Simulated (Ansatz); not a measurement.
# Ir2Pb: the cost of one run

Program: Ansatz 0.2.0. Level of theory: DFT PBE, scalar-relativistic, plane waves, PAW. These are calculated values, not measurements.

## (1) The starting structure

The structure is cubic, space group Fd-3m (No. 227). Conventional cell: a = 7.750 Å, b = 7.750 Å, c = 7.750 Å, α = 90.00°, β = 90.00°, γ = 90.00°. Ir (site symmetry -3m) has 6 Ir at 2.74 Å as nearest neighbours. Pb (site symmetry -43m) is surrounded by 12 Ir at 3.21 Å and 4 Pb at 3.36 Å.

As a file:

```cif
data_structure
_symmetry_space_group_name_H-M 'P 1'
_symmetry_Int_Tables_number 1
_cell_length_a 5.4799
_cell_length_b 5.4799
_cell_length_c 5.4799
_cell_angle_alpha 60.000
_cell_angle_beta 60.000
_cell_angle_gamma 60.000
_cell_volume 116.36
loop_
_atom_site_label
_atom_site_type_symbol
_atom_site_fract_x
_atom_site_fract_y
_atom_site_fract_z
_atom_site_occupancy
Ir1 Ir 0.62500 0.62500 0.62500 1
Ir2 Ir 0.12500 0.62500 0.62500 1
Ir3 Ir 0.62500 0.62500 0.12500 1
Ir4 Ir 0.62500 0.12500 0.62500 1
Pb1 Pb 0.00000 0.00000 0.00000 1
Pb2 Pb 0.25000 0.25000 0.25000 1
```

This is candidate A: cubic Laves (C15) type (Fd-3m, No. 227).

(A quick probe on a coarse mesh, which set the mesh and smearing, is not shown.)

## (3) Rough relaxation on the coarse mesh (candidate A)

The input, input.yaml:

```yaml
crystal:
  lattice:
    - [0.0, 3.8748860422, 3.8748860422]
    - [3.8748860422, 0.0, 3.8748860422]
    - [3.8748860422, 3.8748860422, 0.0]
  atoms:
    - { symbol: Ir, position: [0.625, 0.625, 0.625] }
    - { symbol: Ir, position: [0.125, 0.625, 0.625] }
    - { symbol: Ir, position: [0.625, 0.625, 0.125] }
    - { symbol: Ir, position: [0.625, 0.125, 0.625] }
    - { symbol: Pb, position: [0.0, 0.0, 0.0] }
    - { symbol: Pb, position: [0.25, 0.25, 0.25] }
basis:
  ecutwfc: 420
kpoints:
  mp_grid: { grid: [4, 4, 4] }
hamiltonian:
  xc: pbe
scf:
  occupations: { method: gaussian, width: 0.1 }
  lower_state_search: "off"
output:
  forces: true
  stress: true
  eigenvalues: true
relax:
  adjacent_minimum: "off"
  f_tol: 0.04
  max_steps: 70
  cell: { stress_tol: 0.4 }
```

On the command line:

```sh
$ ansatz run input.yaml --threads 1 --pin off --max-ram 2560MiB --backend cpu --events-out ev --progress --plain --runs-dir out
```

What time and memory should one allow on 1 thread of AMD EPYC 9R45 (Zen 5), shared host?

About 6.3 s, with a peak of 0.43 GiB.
